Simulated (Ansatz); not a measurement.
# Molecular dynamics of TlMo6S8

Input:

```yaml
crystal:
  lattice:
    - [4.715626, 2.722568, 3.953085]
    - [-4.715626, 2.722568, 3.953085]
    - [0.0, -5.445136, 3.953085]
  atoms:
    - { symbol: Tl, position: [-0.01734853, 0.01904795, 0.00924035] }
    - { symbol: Mo, position: [0.61234898, 0.42892275, 0.75152126] }
    - { symbol: Mo, position: [0.75937695, 0.58525003, 0.41354096] }
    - { symbol: Mo, position: [0.43664806, 0.7402879, 0.58415889] }
    - { symbol: Mo, position: [0.41412151, 0.57274168, 0.23670182] }
    - { symbol: Mo, position: [0.23926285, 0.41469527, 0.60039408] }
    - { symbol: Mo, position: [0.5638768, 0.27222809, 0.40548549] }
    - { symbol: S, position: [0.77378878, 0.73727437, 0.73899274] }
    - { symbol: S, position: [0.21697833, 0.25372924, 0.26218181] }
    - { symbol: S, position: [0.60152516, 0.89228136, 0.27984429] }
    - { symbol: S, position: [0.28423886, 0.54911353, 0.9101219] }
    - { symbol: S, position: [0.87540373, 0.23711571, 0.56209903] }
    - { symbol: S, position: [0.43229345, 0.07467609, 0.6973153] }
    - { symbol: S, position: [0.74000737, 0.40565056, 0.09560862] }
    - { symbol: S, position: [0.10963831, 0.68645412, 0.41946352] }
basis:
  ecutwfc: 250.0
kpoints:
  mp_grid: { grid: [1, 1, 1] }
hamiltonian:
  xc: r2scan
scf:
  occupations: { method: fermi_dirac, width: 0.05 }
  lower_state_search: "off"
  max_iter: 60
md:
  timestep: 2
  n_steps: 110
  ensemble: nve
  temperature: 1920.0
  initial_velocities: maxwell_boltzmann
  seed: 794369
```

Run as:

```bash
$ ansatz run input.yaml --threads 1 --pin off --max-ram 3072MiB --backend cpu --events-out ev --progress --plain --runs-dir out
```

It goes on from the last frame of an earlier run, with new velocities.

Output, in part (step lines):

```
md step     0: t =     0.00 fs  T =  1920.0 K  F+E_penalty+E_count = -48515.59717045 eV  E_kin = 3.474509 eV  conserved = -48512.12266168 eV  (16 SCF iters)
md step     1: t =     2.00 fs  T =  1985.8 K  F+E_penalty+E_count = -48515.71658845 eV  E_kin = 3.593550 eV  conserved = -48512.12303842 eV  (13 SCF iters)
md step     2: t =     4.00 fs  T =  2025.9 K  F+E_penalty+E_count = -48515.78927364 eV  E_kin = 3.666086 eV  conserved = -48512.12318723 eV  (13 SCF iters)
md step     3: t =     6.00 fs  T =  2038.9 K  F+E_penalty+E_count = -48515.81274128 eV  E_kin = 3.689617 eV  conserved = -48512.12312464 eV  (13 SCF iters)
md step     4: t =     8.00 fs  T =  2025.2 K  F+E_penalty+E_count = -48515.78779350 eV  E_kin = 3.664915 eV  conserved = -48512.12287848 eV  (13 SCF iters)
md step     5: t =    10.00 fs  T =  1986.9 K  F+E_penalty+E_count = -48515.71813878 eV  E_kin = 3.595656 eV  conserved = -48512.12248298 eV  (7 SCF iters)
md step     6: t =    12.00 fs  T =  1927.4 K  F+E_penalty+E_count = -48515.60987004 eV  E_kin = 3.487891 eV  conserved = -48512.12197905 eV  (6 SCF iters)
md step     7: t =    14.00 fs  T =  1850.9 K  F+E_penalty+E_count = -48515.47085450 eV  E_kin = 3.349448 eV  conserved = -48512.12140627 eV  (5 SCF iters)
[... lines left out ...]
md step   110: t =   220.00 fs  T =  1558.6 K  F+E_penalty+E_count = -48514.94183976 eV  E_kin = 2.820465 eV  conserved = -48512.12137465 eV  (15 SCF iters)
```

The steps, from the saved trajectory:

```tsv
time (fs)	T (K)	potential energy less start (eV)	conserved less start (meV/atom)
0.0	1920	0.000	0.00
6.0	2039	-0.216	-0.03
12.0	1927	-0.013	0.05
18.0	1667	0.460	0.16
24.0	1392	0.960	0.26
30.0	1218	1.275	0.30
36.0	1194	1.317	0.22
42.0	1241	1.230	0.12
48.0	1245	1.223	0.12
54.0	1193	1.319	0.19
60.0	1135	1.424	0.23
66.0	1114	1.463	0.26
72.0	1159	1.381	0.26
78.0	1273	1.175	0.24
84.0	1429	0.891	0.20
90.0	1583	0.611	0.15
96.0	1679	0.438	0.11
102.0	1688	0.423	0.15
108.0	1646	0.499	0.16
114.0	1578	0.621	0.13
120.0	1485	0.791	0.17
126.0	1429	0.893	0.25
132.0	1480	0.799	0.22
138.0	1591	0.596	0.10
144.0	1619	0.545	0.04
150.0	1483	0.792	0.10
156.0	1238	1.238	0.22
162.0	1006	1.659	0.31
168.0	887	1.874	0.34
174.0	915	1.823	0.30
180.0	1053	1.573	0.23
186.0	1225	1.260	0.16
192.0	1363	1.010	0.14
198.0	1448	0.857	0.14
204.0	1497	0.768	0.15
210.0	1532	0.705	0.15
216.0	1559	0.655	0.12
```

The run went to its last step. The conserved energy stayed within 0.34 meV per atom of its start (net change 0.086 meV per atom), so the integration is sound. A run of 0.22 ps of so small a system gives no equilibrium averages. The plane-wave cutoff is below what these datasets need, so energies and pressures aren't converged. Limits of this set-up: coarse k mesh, odd electron count without spin.

Mean squared displacements from the first frame to the last, about the centre of mass: Tl 0.02 Å², Mo 0.08 Å², S 0.16 Å².

Last frame:

```xyz
15
Lattice="4.7156 2.7226 3.9531 -4.7156 2.7226 3.9531 0.0000 -5.4451 3.9531" Properties=species:S:1:pos:R:3
Tl -0.281 0.043 0.050
Mo 0.680 -1.459 7.039
Mo 0.832 1.253 6.969
Mo -1.300 -0.037 7.175
Mo -0.737 1.389 4.978
Mo -0.527 -1.549 4.542
Mo 1.487 0.007 4.793
S 0.233 0.029 8.853
S -0.201 0.236 2.981
S -1.192 2.644 7.026
S -1.634 -2.112 6.575
S 3.103 0.013 6.767
S 1.544 -2.675 5.076
S 1.489 2.572 4.893
S -2.854 0.206 5.189
```

Run time: 19 min on 1 thread of Arm Neoverse V1 (shared host), peak memory 0.58 GiB.
